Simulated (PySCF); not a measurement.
# KF: magnetic properties, part 1 of 2

Wanted: magnetic properties for KF (`[F][K]`).

Programs: PySCF 2.14.0, with routines of our own; each step states its level. All values are computed. Atoms count from 0.

## 1. The system as given

2 atoms, charge 0, multiplicity 1; geometry from: GFN2-xTB.

## 2. Relaxing the molecule at PBE0-D3(BJ)/def2-SVP

The job: settings as JSON, then the geometry in Å.

```
{"job": {"xc": "PBE0", "basis": "def2-SVP", "d3": "d3bj", "grid": 1, "kind": "geom"}, "charge": 0, "multiplicity": 1}
F      1.012542    -0.002607    -0.003184
K     -1.009786     0.003875    -0.010965
```

Command:

```sh
> OMP_NUM_THREADS=1 python excited_run.py task.json out
```

One launch serves the whole session: the jobs run in the order shown.

What it wrote:

```text
step   0  E = -699.37129482  max force = 0.033472
step   1  E = -699.37306823  max force = 0.016001
step   2  E = -699.37431457  max force = 0.006170
step   3  E = -699.37450791  max force = 0.001416
step   4  E = -699.37451345  max force = 0.000089
optimisation converged
```

Run time: 1.9 s. Hardware: 1 thread of Arm Neoverse V1, shared host; peak memory 0.24 GiB.

The steps of the relaxation:

| step | energy from step 0 (eV) | largest force component (eV/Å) |
| --- | --- | --- |
| 0 | 0.0000 | 1.7212 |
| 1 | -0.0483 | 0.8228 |
| 2 | -0.0822 | 0.3173 |
| 3 | -0.0874 | 0.0728 |
| 4 | -0.0876 | 0.0046 |

The bond:

```csv
bond,before (Å),after (Å),change (Å)
F0–K1,2.022,2.139,+0.116
```

The end geometry stands in the next job.

```csv
at the end point,value
point group (found at 0.08 Å tolerance),C∞v
"rotational constants (GHz, main isotopes)","8.651, 8.651"
dipole moment (D),7.78
```

## 3. Magnetic properties: GIAO B3LYP/6-31G*

The job: settings as JSON, then the geometry in Å.

```
{"job": {"kind": "mag", "xc": "B3LYP", "basis": "6-31G*"}, "charge": 0, "multiplicity": 1}
F      1.070712    -0.006548     0.001554
K     -1.067972     0.007825    -0.015674
```

With the program's defaults for keys left out, this is: GIAO B3LYP/6-31G* magnetisability, rotational g tensor and spin-rotation constants, non-relativistic, gas phase.

What it wrote:

```text
coarse grid: 3504 points
cycle   1  E = -699.6397787973  dE = -6.974e-02  |g| = 8.761e-01  |ddm| = 9.022e-01
cycle   2  E = -688.5499581151  dE =  1.109e+01  |g| = 3.384e+00  |ddm| = 3.326e+00
cycle   3  E = -699.7299372544  dE = -1.118e+01  |g| = 4.878e-01  |ddm| = 3.288e+00
cycle   4  E = -699.7853313345  dE = -5.539e-02  |g| = 1.150e-01  |ddm| = 4.729e-01
cycle   5  E = -699.7869372423  dE = -1.606e-03  |g| = 7.907e-02  |ddm| = 1.359e-01
cycle   6  E = -699.7881077141  dE = -1.170e-03  |g| = 9.500e-03  |ddm| = 5.223e-02
cycle   7  E = -699.7881229894  dE = -1.528e-05  |g| = 1.973e-03  |ddm| = 5.481e-03
cycle   8  E = -699.7881237142  dE = -7.248e-07  |g| = 2.379e-05  |ddm| = 1.418e-03
final grid: 24288 points
cycle   9  E = -699.7800761807  dE = -2.146e-05  |g| = 2.047e-03  |ddm| = 9.413e-03
cycle  10  E = -699.7800742052  dE =  1.975e-06  |g| = 4.016e-03  |ddm| = 3.593e-03
cycle  11  E = -699.7800770024  dE = -2.797e-06  |g| = 1.015e-04  |ddm| = 2.692e-03
cycle  12  E = -699.7800770053  dE = -2.904e-09  |g| = 5.378e-05  |ddm| = 1.684e-04
cycle  13  E = -699.7800770060  dE = -6.902e-10  |g| = 3.527e-06  |ddm| = 5.082e-05
converged SCF energy = -699.7800770060

Magnetisability tensor (1e-30 J/T^2)
     -491.22        0.80       -0.96
        0.80     -372.15        0.01
       -0.96        0.01     -372.15
isotropic -411.84   principal values    -491.23   -372.14   -372.14
isotropic susceptibility -24.801 1e-6 cm^3/mol

Inertial axes            a          b          c
rot. const./GHz           -     8.6505     8.6505
chi total           -29.583    -22.411    -22.411
chi diamagnetic     -29.583   -152.682   -152.682
chi paramagnetic      0.000    130.272    130.272
quadrupole/D A       -5.157      2.579      2.579
g nuclear                 -     0.4818     0.4818
g electronic              -    -0.5294    -0.5294
g total                   -    -0.0477    -0.0477

Spin-rotation constants (kHz, H = +C I.J)
atom  isotope        aa         bb         cc
  0    19F            -     22.490     22.490
  1    39K            -      0.117      0.117
```

It took 0.96 s on 1 thread of Arm Neoverse V1, shared host; peak memory 0.28 GiB.

Key values:

| quantity | value |
| --- | --- |
| magnetisability | -412·10⁻³⁰ J/T² |
| molar susceptibility | -24.8·10⁻⁶ cm³/mol |
| rotational g (a, b, c) | –, -0.0477, -0.0477 |

## 4. Magnetic properties: GIAO B3LYP/def2-TZVPD

The job: settings as JSON, then the geometry in Å.

```
{"job": {"kind": "mag", "xc": "B3LYP", "basis": "def2-TZVPD"}, "charge": 0, "multiplicity": 1}
F      1.070712    -0.006548     0.001554
K     -1.067972     0.007825    -0.015674
```

Level: GIAO B3LYP/def2-TZVPD magnetisability, rotational g tensor and spin-rotation constants, non-relativistic, gas phase.

What it wrote:

```text
coarse grid: 3504 points
cycle   1  E = -699.7366225318  dE = -8.215e-02  |g| = 8.884e-01  |ddm| = 9.546e-01
cycle   2  E = -691.2564930474  dE =  8.480e+00  |g| = 4.578e+00  |ddm| = 2.847e+00
cycle   3  E = -699.8742698469  dE = -8.618e+00  |g| = 2.413e-01  |ddm| = 2.754e+00
cycle   4  E = -699.8797505128  dE = -5.481e-03  |g| = 8.735e-02  |ddm| = 1.518e-01
cycle   5  E = -699.8809932996  dE = -1.243e-03  |g| = 3.143e-02  |ddm| = 3.962e-02
cycle   6  E = -699.8811531036  dE = -1.598e-04  |g| = 3.609e-03  |ddm| = 1.296e-02
cycle   7  E = -699.8811552346  dE = -2.131e-06  |g| = 2.505e-04  |ddm| = 1.946e-03
final grid: 24288 points
cycle   8  E = -699.8771097872  dE = -1.050e-04  |g| = 3.094e-03  |ddm| = 9.907e-03
cycle   9  E = -699.8771079119  dE =  1.875e-06  |g| = 4.516e-03  |ddm| = 2.632e-03
cycle  10  E = -699.8771107993  dE = -2.887e-06  |g| = 8.681e-04  |ddm| = 2.092e-03
cycle  11  E = -699.8771109153  dE = -1.160e-07  |g| = 7.279e-05  |ddm| = 3.934e-04
cycle  12  E = -699.8771109162  dE = -9.499e-10  |g| = 1.334e-05  |ddm| = 8.252e-05
converged SCF energy = -699.8771109162

Magnetisability tensor (1e-30 J/T^2)
     -474.13        0.61       -0.73
        0.61     -382.96        0.00
       -0.73        0.00     -382.96
isotropic -413.35   principal values    -474.14   -382.95   -382.95
isotropic susceptibility -24.892 1e-6 cm^3/mol

Inertial axes            a          b          c
rot. const./GHz           -     8.6505     8.6505
chi total           -28.553    -23.062    -23.062
chi diamagnetic     -28.553   -153.038   -153.038
chi paramagnetic      0.000    129.976    129.976
quadrupole/D A       -6.725      3.362      3.362
g nuclear                 -     0.4818     0.4818
g electronic              -    -0.5282    -0.5282
g total                   -    -0.0465    -0.0465

Spin-rotation constants (kHz, H = +C I.J)
atom  isotope        aa         bb         cc
  0    19F            -     12.359     12.359
  1    39K            -      0.152      0.152
```

Run time: 1.4 s. Hardware: 1 thread of Arm Neoverse V1, shared host; peak memory 0.37 GiB.

Key values:

| quantity | value |
| --- | --- |
| magnetisability | -413·10⁻³⁰ J/T² |
| molar susceptibility | -24.9·10⁻⁶ cm³/mol |
| rotational g (a, b, c) | –, -0.0465, -0.0465 |

## 5. Magnetic properties: GIAO B3LYP/def2-QZVP

The job: settings as JSON, then the geometry in Å.

```
{"job": {"kind": "mag", "xc": "B3LYP", "basis": "def2-QZVP"}, "charge": 0, "multiplicity": 1}
F      1.070712    -0.006548     0.001554
K     -1.067972     0.007825    -0.015674
```

Method: GIAO B3LYP/def2-QZVP magnetisability, rotational g tensor and spin-rotation constants, non-relativistic, gas phase.

What it wrote:

```text
coarse grid: 3504 points
cycle   1  E = -699.7546113641  dE = -1.302e-01  |g| = 9.056e-01  |ddm| = 9.727e-01
cycle   2  E = -691.3641815609  dE =  8.390e+00  |g| = 4.612e+00  |ddm| = 2.499e+00
cycle   3  E = -699.8933986704  dE = -8.529e+00  |g| = 2.350e-01  |ddm| = 2.424e+00
cycle   4  E = -699.8983346468  dE = -4.936e-03  |g| = 8.727e-02  |ddm| = 1.505e-01
cycle   5  E = -699.8995878507  dE = -1.253e-03  |g| = 3.177e-02  |ddm| = 5.042e-02
cycle   6  E = -699.8997518374  dE = -1.640e-04  |g| = 2.354e-03  |ddm| = 1.410e-02
cycle   7  E = -699.8997528694  dE = -1.032e-06  |g| = 3.282e-04  |ddm| = 1.670e-03
final grid: 24288 points
cycle   8  E = -699.8972355231  dE = -2.991e-04  |g| = 4.084e-03  |ddm| = 1.620e-02
cycle   9  E = -699.8972337864  dE =  1.737e-06  |g| = 4.748e-03  |ddm| = 2.756e-03
cycle  10  E = -699.8972366246  dE = -2.838e-06  |g| = 1.693e-03  |ddm| = 2.248e-03
cycle  11  E = -699.8972370438  dE = -4.192e-07  |g| = 1.030e-04  |ddm| = 6.205e-04
cycle  12  E = -699.8972370453  dE = -1.472e-09  |g| = 9.997e-06  |ddm| = 1.319e-04
cycle  13  E = -699.8972370453  dE = -2.058e-11  |g| = 1.948e-06  |ddm| = 1.715e-05
converged SCF energy = -699.8972370453

Magnetisability tensor (1e-30 J/T^2)
     -472.05        0.66       -0.79
        0.66     -373.47        0.01
       -0.79        0.01     -373.47
isotropic -406.33   principal values    -472.06   -373.46   -373.46
isotropic susceptibility -24.470 1e-6 cm^3/mol

Inertial axes            a          b          c
rot. const./GHz           -     8.6505     8.6505
chi total           -28.428    -22.491    -22.491
chi diamagnetic     -28.428   -152.677   -152.677
chi paramagnetic      0.000    130.187    130.187
quadrupole/D A       -6.459      3.229      3.229
g nuclear                 -     0.4818     0.4818
g electronic              -    -0.5291    -0.5291
g total                   -    -0.0473    -0.0473

Spin-rotation constants (kHz, H = +C I.J)
atom  isotope        aa         bb         cc
  0    19F            -     15.248     15.248
  1    39K            -      0.181      0.181
```

Wall time 3 s (1 thread of Arm Neoverse V1, shared host); peak memory 0.47 GiB.

From this job:

```csv
quantity,value
magnetisability,-406·10⁻³⁰ J/T²
molar susceptibility,-24.5·10⁻⁶ cm³/mol
"rotational g (a, b, c)","–, -0.0473, -0.0473"
```

## 6. Magnetic properties: GIAO B3LYP/3-21G

The job: settings as JSON, then the geometry in Å.

```
{"job": {"kind": "mag", "xc": "B3LYP", "basis": "3-21G"}, "charge": 0, "multiplicity": 1}
F      1.070712    -0.006548     0.001554
K     -1.067972     0.007825    -0.015674
```

Method: GIAO B3LYP/3-21G magnetisability, rotational g tensor and spin-rotation constants, non-relativistic, gas phase.

What it wrote:

```text
coarse grid: 3504 points
cycle   1  E = -696.0244963903  dE = -4.436e-01  |g| = 9.071e-01  |ddm| = 9.316e-01
cycle   2  E = -685.5253036950  dE =  1.050e+01  |g| = 3.161e+00  |ddm| = 3.348e+00
cycle   3  E = -696.0648825727  dE = -1.054e+01  |g| = 7.036e-01  |ddm| = 3.347e+00
cycle   4  E = -695.9577747931  dE =  1.071e-01  |g| = 9.504e-01  |ddm| = 1.634e+00
cycle   5  E = -695.7427736181  dE =  2.150e-01  |g| = 1.383e+00  |ddm| = 3.057e-01
cycle   6  E = -696.1611061402  dE = -4.183e-01  |g| = 1.435e-01  |ddm| = 9.624e-01
cycle   7  E = -696.1655549454  dE = -4.449e-03  |g| = 2.165e-02  |ddm| = 1.303e-01
cycle   8  E = -696.1656625564  dE = -1.076e-04  |g| = 9.482e-04  |ddm| = 2.671e-02
cycle   9  E = -696.1656627604  dE = -2.040e-07  |g| = 2.633e-04  |ddm| = 7.879e-04
final grid: 24288 points
cycle  10  E = -696.1913302170  dE = -8.361e-06  |g| = 4.780e-03  |ddm| = 1.398e-02
cycle  11  E = -696.1912974999  dE =  3.272e-05  |g| = 1.336e-02  |ddm| = 1.767e-02
cycle  12  E = -696.1913346178  dE = -3.712e-05  |g| = 8.023e-04  |ddm| = 1.521e-02
cycle  13  E = -696.1913347881  dE = -1.703e-07  |g| = 2.496e-04  |ddm| = 1.274e-03
cycle  14  E = -696.1913348061  dE = -1.801e-08  |g| = 2.027e-05  |ddm| = 4.547e-04
cycle  15  E = -696.1913348062  dE = -1.489e-10  |g| = 1.144e-07  |ddm| = 3.664e-05
converged SCF energy = -696.1913348062

Magnetisability tensor (1e-30 J/T^2)
     -543.05        0.10       -0.12
        0.10     -527.61        0.00
       -0.12        0.00     -527.61
isotropic -532.76   principal values    -543.05   -527.61   -527.61
isotropic susceptibility -32.083 1e-6 cm^3/mol

Inertial axes            a          b          c
rot. const./GHz           -     8.6505     8.6505
chi total           -32.703    -31.773    -31.773
chi diamagnetic     -32.703   -155.638   -155.638
chi paramagnetic      0.000    123.865    123.865
quadrupole/D A       -4.971      2.485      2.485
g nuclear                 -     0.4818     0.4818
g electronic              -    -0.5034    -0.5034
g total                   -    -0.0216    -0.0216

Spin-rotation constants (kHz, H = +C I.J)
atom  isotope        aa         bb         cc
  0    19F            -      7.384      7.384
  1    39K            -      0.043      0.043
```

Run time: 0.55 s. Hardware: 1 thread of Arm Neoverse V1, shared host; peak memory 0.39 GiB.

Key values:

```
              quantity                value
       magnetisability      -533·10⁻³⁰ J/T²
  molar susceptibility   -32.1·10⁻⁶ cm³/mol
rotational g (a, b, c)  –, -0.0216, -0.0216
```

## 7. Magnetic properties: GIAO B3LYP/def2-SVP

The job: settings as JSON, then the geometry in Å.

```
{"job": {"kind": "mag", "xc": "B3LYP", "basis": "def2-SVP"}, "charge": 0, "multiplicity": 1}
F      1.070712    -0.006548     0.001554
K     -1.067972     0.007825    -0.015674
```

Method: GIAO B3LYP/def2-SVP magnetisability, rotational g tensor and spin-rotation constants, non-relativistic, gas phase.

What it wrote:

```text
coarse grid: 3504 points
cycle   1  E = -699.5120148337  dE = -7.808e-02  |g| = 8.690e-01  |ddm| = 1.259e+00
cycle   2  E = -690.6956000483  dE =  8.816e+00  |g| = 4.403e+00  |ddm| = 4.287e+00
cycle   3  E = -699.6500893837  dE = -8.954e+00  |g| = 1.210e-01  |ddm| = 4.135e+00
cycle   4  E = -699.6548543994  dE = -4.765e-03  |g| = 3.695e-02  |ddm| = 2.842e-01
cycle   5  E = -699.6551469393  dE = -2.925e-04  |g| = 1.476e-02  |ddm| = 3.255e-02
cycle   6  E = -699.6551840679  dE = -3.713e-05  |g| = 2.705e-03  |ddm| = 9.561e-03
cycle   7  E = -699.6551853588  dE = -1.291e-06  |g| = 1.591e-04  |ddm| = 2.360e-03
final grid: 24288 points
cycle   8  E = -699.6544492461  dE = -3.290e-05  |g| = 2.788e-03  |ddm| = 1.241e-02
cycle   9  E = -699.6544472201  dE =  2.026e-06  |g| = 4.380e-03  |ddm| = 4.677e-03
cycle  10  E = -699.6544504580  dE = -3.238e-06  |g| = 4.954e-04  |ddm| = 3.923e-03
cycle  11  E = -699.6544505014  dE = -4.342e-08  |g| = 3.002e-05  |ddm| = 3.349e-04
cycle  12  E = -699.6544505017  dE = -2.849e-10  |g| = 1.889e-06  |ddm| = 8.320e-05
converged SCF energy = -699.6544505017

Magnetisability tensor (1e-30 J/T^2)
     -483.77        0.56       -0.68
        0.56     -399.72        0.00
       -0.68        0.00     -399.73
isotropic -427.74   principal values    -483.78   -399.72   -399.72
isotropic susceptibility -25.759 1e-6 cm^3/mol

Inertial axes            a          b          c
rot. const./GHz           -     8.6505     8.6505
chi total           -29.134    -24.072    -24.072
chi diamagnetic     -29.134   -152.295   -152.295
chi paramagnetic      0.000    128.223    128.223
quadrupole/D A       -5.226      2.613      2.613
g nuclear                 -     0.4818     0.4818
g electronic              -    -0.5211    -0.5211
g total                   -    -0.0393    -0.0393

Spin-rotation constants (kHz, H = +C I.J)
atom  isotope        aa         bb         cc
  0    19F            -     17.091     17.091
  1    39K            -      0.034      0.034
```

Wall time 0.7 s (1 thread of Arm Neoverse V1, shared host); peak memory 0.39 GiB.

From this job:

| quantity | value |
| --- | --- |
| magnetisability | -428·10⁻³⁰ J/T² |
| molar susceptibility | -25.8·10⁻⁶ cm³/mol |
| rotational g (a, b, c) | –, -0.0393, -0.0393 |

## 8. Magnetic properties: GIAO B3LYP/6-311G**

The job: settings as JSON, then the geometry in Å.

```
{"job": {"kind": "mag", "xc": "B3LYP", "basis": "6-311G**"}, "charge": 0, "multiplicity": 1}
F      1.070712    -0.006548     0.001554
K     -1.067972     0.007825    -0.015674
```

Level: GIAO B3LYP/6-311G** magnetisability, rotational g tensor and spin-rotation constants, non-relativistic, gas phase.

What it wrote:

```text
coarse grid: 3504 points
cycle   1  E = -699.7034905914  dE = -1.268e-01  |g| = 9.237e-01  |ddm| = 9.188e-01
cycle   2  E = -690.3425217680  dE =  9.361e+00  |g| = 4.230e+00  |ddm| = 2.923e+00
cycle   3  E = -699.8349395289  dE = -9.492e+00  |g| = 1.543e-01  |ddm| = 2.892e+00
cycle   4  E = -699.8435468412  dE = -8.607e-03  |g| = 5.587e-02  |ddm| = 2.886e-01
cycle   5  E = -699.8439618421  dE = -4.150e-04  |g| = 2.488e-02  |ddm| = 3.690e-02
cycle   6  E = -699.8440626349  dE = -1.008e-04  |g| = 2.150e-03  |ddm| = 1.467e-02
cycle   7  E = -699.8440635235  dE = -8.886e-07  |g| = 6.055e-04  |ddm| = 1.314e-03
final grid: 24288 points
cycle   8  E = -699.8487367810  dE = -3.199e-05  |g| = 2.490e-03  |ddm| = 9.395e-03
cycle   9  E = -699.8487367134  dE =  6.755e-08  |g| = 2.236e-03  |ddm| = 2.073e-03
cycle  10  E = -699.8487372348  dE = -5.214e-07  |g| = 1.141e-03  |ddm| = 2.084e-03
cycle  11  E = -699.8487374299  dE = -1.951e-07  |g| = 8.069e-05  |ddm| = 7.052e-04
cycle  12  E = -699.8487374307  dE = -8.122e-10  |g| = 1.450e-05  |ddm| = 7.183e-05
converged SCF energy = -699.8487374307

Magnetisability tensor (1e-30 J/T^2)
     -468.05        0.77       -0.92
        0.77     -353.71        0.01
       -0.92        0.01     -353.71
isotropic -391.82   principal values    -468.06   -353.70   -353.70
isotropic susceptibility -23.596 1e-6 cm^3/mol

Inertial axes            a          b          c
rot. const./GHz           -     8.6505     8.6505
chi total           -28.187    -21.300    -21.300
chi diamagnetic     -28.187   -152.251   -152.251
chi paramagnetic      0.000    130.951    130.951
quadrupole/D A       -6.249      3.124      3.124
g nuclear                 -     0.4818     0.4818
g electronic              -    -0.5322    -0.5322
g total                   -    -0.0504    -0.0504

Spin-rotation constants (kHz, H = +C I.J)
atom  isotope        aa         bb         cc
  0    19F            -     19.679     19.679
  1    39K            -      0.211      0.211
```

Wall time 1 s (1 thread of Arm Neoverse V1, shared host); peak memory 0.39 GiB.

From this job:

```csv
quantity,value
magnetisability,-392·10⁻³⁰ J/T²
molar susceptibility,-23.6·10⁻⁶ cm³/mol
"rotational g (a, b, c)","–, -0.0504, -0.0504"
```

## 9. Magnetic properties: GIAO B3LYP/MINI

The job: settings as JSON, then the geometry in Å.

```
{"job": {"kind": "mag", "xc": "B3LYP", "basis": "MINI"}, "charge": 0, "multiplicity": 1}
F      1.070712    -0.006548     0.001554
K     -1.067972     0.007825    -0.015674
```

With the program's defaults for keys left out, this is: GIAO B3LYP/MINI magnetisability, rotational g tensor and spin-rotation constants, non-relativistic, gas phase.

What it wrote:

```text
coarse grid: 3504 points
cycle   1  E = -696.2197734056  dE = -4.795e-01  |g| = 9.244e-02  |ddm| = 1.423e+00
cycle   2  E = -695.5278607445  dE =  6.919e-01  |g| = 3.283e-02  |ddm| = 3.157e+00
cycle   3  E = -696.2142725316  dE = -6.864e-01  |g| = 1.110e-01  |ddm| = 3.145e+00
cycle   4  E = -696.2150628543  dE = -7.903e-04  |g| = 1.081e-01  |ddm| = 1.438e-02
cycle   5  E = -696.2150628537  dE =  5.472e-10  |g| = 1.081e-01  |ddm| = 4.865e-06
cycle   6  E = -696.2150636301  dE = -7.763e-07  |g| = 1.081e-01  |ddm| = 4.272e-05
cycle   7  E = -696.2151099293  dE = -4.630e-05  |g| = 1.079e-01  |ddm| = 8.403e-04
cycle   8  E = -696.2247911740  dE = -9.681e-03  |g| = 8.054e-02  |ddm| = 1.959e-01
cycle   9  E = -696.2249750037  dE = -1.838e-04  |g| = 8.019e-02  |ddm| = 4.010e-03
cycle  10  E = -696.2219973888  dE =  2.978e-03  |g| = 8.425e-02  |ddm| = 6.994e-02
cycle  11  E = -695.5278387533  dE =  6.942e-01  |g| = 3.250e-02  |ddm| = 3.164e+00
cycle  12  E = -695.5278623847  dE = -2.363e-05  |g| = 3.282e-02  |ddm| = 2.143e-02
cycle  13  E = -696.2765865685  dE = -7.487e-01  |g| = 8.027e-02  |ddm| = 3.003e+00
cycle  14  E = -696.2722382862  dE =  4.348e-03  |g| = 8.049e-02  |ddm| = 8.229e-01
cycle  15  E = -696.2351560492  dE =  3.708e-02  |g| = 1.031e-01  |ddm| = 6.288e-01
cycle  16  E = -696.2327392856  dE =  2.417e-03  |g| = 1.016e-01  |ddm| = 5.909e-02
cycle  17  E = -696.2804358574  dE = -4.770e-02  |g| = 5.456e-02  |ddm| = 1.256e+00
cycle  18  E = -696.2782577703  dE =  2.178e-03  |g| = 6.506e-02  |ddm| = 5.966e-01
cycle  19  E = -696.2760733514  dE =  2.184e-03  |g| = 7.303e-02  |ddm| = 5.443e-02
cycle  20  E = -696.2831921697  dE = -7.119e-03  |g| = 3.722e-02  |ddm| = 2.818e-01
cycle  21  E = -696.2844840681  dE = -1.292e-03  |g| = 2.052e-02  |ddm| = 8.285e-02
cycle  22  E = -696.2849829333  dE = -4.989e-04  |g| = 4.571e-03  |ddm| = 6.604e-02
cycle  23  E = -696.2850075063  dE = -2.457e-05  |g| = 5.147e-05  |ddm| = 1.806e-02
cycle  24  E = -696.2850075094  dE = -3.066e-09  |g| = 1.277e-06  |ddm| = 2.288e-04
final grid: 24288 points
cycle  25  E = -696.3129134218  dE =  1.260e-04  |g| = 1.081e-02  |ddm| = 4.675e-02
cycle  26  E = -696.3100151601  dE =  2.898e-03  |g| = 4.716e-02  |ddm| = 2.421e-01
cycle  27  E = -696.3130191701  dE = -3.004e-03  |g| = 4.647e-03  |ddm| = 2.196e-01
cycle  28  E = -696.3130430525  dE = -2.388e-05  |g| = 6.396e-04  |ddm| = 1.492e-02
cycle  29  E = -696.3130435200  dE = -4.675e-07  |g| = 4.342e-05  |ddm| = 2.598e-03
cycle  30  E = -696.3130435228  dE = -2.723e-09  |g| = 1.121e-05  |ddm| = 4.035e-04
cycle  31  E = -696.3130435229  dE = -1.494e-10  |g| = 1.090e-06  |ddm| = 5.427e-05
converged SCF energy = -696.3130435229

Magnetisability tensor (1e-30 J/T^2)
     -577.18        1.49       -1.78
        1.49     -385.08       -0.00
       -1.78       -0.00     -385.12
isotropic -449.13   principal values    -577.21   -385.10   -385.06
isotropic susceptibility -27.047 1e-6 cm^3/mol

Inertial axes            a          b          c
rot. const./GHz           -     8.6505     8.6505
chi total           -34.760    -23.190    -23.190
chi diamagnetic     -34.760   -156.665   -156.665
chi paramagnetic      0.000    133.475    133.475
quadrupole/D A       -3.804      1.902      1.902
g nuclear                 -     0.4818     0.4818
g electronic              -    -0.5424    -0.5424
g total                   -    -0.0607    -0.0607

Spin-rotation constants (kHz, H = +C I.J)
atom  isotope        aa         bb         cc
  0    19F            -    516.439    516.439
  1    39K            -     -0.344     -0.344
```

Wall time 0.52 s (1 thread of Arm Neoverse V1, shared host); peak memory 0.39 GiB.

From this job:

```
              quantity                value
       magnetisability      -449·10⁻³⁰ J/T²
  molar susceptibility   -27.0·10⁻⁶ cm³/mol
rotational g (a, b, c)  –, -0.0607, -0.0607
```

(Continued in part 2 of 2.)
